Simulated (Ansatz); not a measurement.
# GaC− (triplet): the correlation ladder, aug-cc-pVTZ

One table from this session's results is given with a row withheld; the runs are named, their logs left out.

Method: aug-cc-pVTZ, core rule «outside noble gas», up to 15 orbitals frozen; program: Ansatz 0.2.0, Gaussian basis.

The runs, in order: UHF; CCSD(T) on ROHF; CCSD(T) on UHF; BCCD(T) on ROHF; CCSDT(Q) on ROHF; CCSDT(Q) on UHF; CASSCF and MRCISD+Q, 8 electrons in 8 orbitals; CASSCF and NEVPT2, 8 electrons in 8 orbitals.

6 further runs of the same task are left out: 6 set aside as unsound or not needed. Runs told in other sessions of the task aren't counted.

## What is computed

The geometry is a PBE0/def2-TZVPD stationary point (not a proven minimum). No spin-orbit coupling is included. The filled d shell of Ga may be among the frozen orbitals whatever the setting's name suggests.

2 atoms, charge -1, spin multiplicity 3.

Atoms are counted from 1 here; the program's logs count them from 0.

Bond lengths: C1–Ga2 1.887 Å.

The first run:

Input file in.yaml:

```yaml
crystal:
  periodic: [false, false, false]
  atoms:
    - {symbol: C, position_ang: [0.000000, 0.000000, 0.000000]}
    - {symbol: Ga, position_ang: [0.000000, 0.000000, 1.887000]}
basis:
  gaussian: {orbitals: aug-cc-pVTZ}
total_charge: -1
magnetization: {spin_polarized: true, initial_magnetization: 2}
hamiltonian: {xc: hf}
output: {orbitals: {seedname: orbitals}}
```

The run is started by

```sh
$ ansatz run in.yaml --threads 1 --pin off --events-out ev --progress --plain --max-ram 3968MiB --backend cpu
```

Steps of the session up to this table: UHF; CCSD(T) on ROHF; CCSD(T) on UHF; BCCD(T) on ROHF; CCSDT(Q) on ROHF; CCSDT(Q) on UHF; CASSCF and MRCISD+Q, 8 electrons in 8 orbitals; CASSCF and NEVPT2, 8 electrons in 8 orbitals.

One table of the session follows, with a row left open; its other results are not shown here.

```
          method  from RCCSDT(Q) (meV)
             UHF               +5688.4
            RMP2               +1161.6
            UMP2               +1562.2
           RCCSD                +503.0
           UCCSD                +483.4
        RCCSD(T)                 +92.6
        UCCSD(T)                     ?
         BCCD(T)                 +93.9
          RCCSDT                 +46.5
          UCCSDT                 +40.0
       RCCSDT(Q)                     0
       UCCSDT(Q)                  -7.5
  CASSCF valence               +4161.2
  NEVPT2 valence                +903.1
  MRCISD valence                +382.6
MRCISD+Q valence                 +61.1
```

Estimate the missing values for UCCSD(T).

The run gave: from RCCSDT(Q) (meV): +131.3. In the column «from RCCSDT(Q) (meV)» it lies between BCCD(T) (+93.9) and MRCISD valence (+382.6).

Left out of the table: ROHF (another determinant or state than the rows shown).

Limits of these values: The determinant of HF (⟨S²⟩ 2.69) is far from a pure spin state, so its energy mixes those of several spin states; that is harmless only where they are near-degenerate. The determinant of CCSD(T) (⟨S²⟩ 2.69) is far from a pure spin state, so its energy mixes those of several spin states; high orders of coupled cluster remove much of that, low ones don't. The determinant of CCSDT(Q) (⟨S²⟩ 2.69) is far from a pure spin state, so its energy mixes those of several spin states; high orders of coupled cluster remove much of that, low ones don't. Warnings: spin contamination; coupled cluster took another determinant than the lowest; large T1 diagnostic. Restricted and unrestricted rows rest on different reference determinants; a gap between their highest levels can come from leftover correlation error, from unlike frozen cores or from another state.
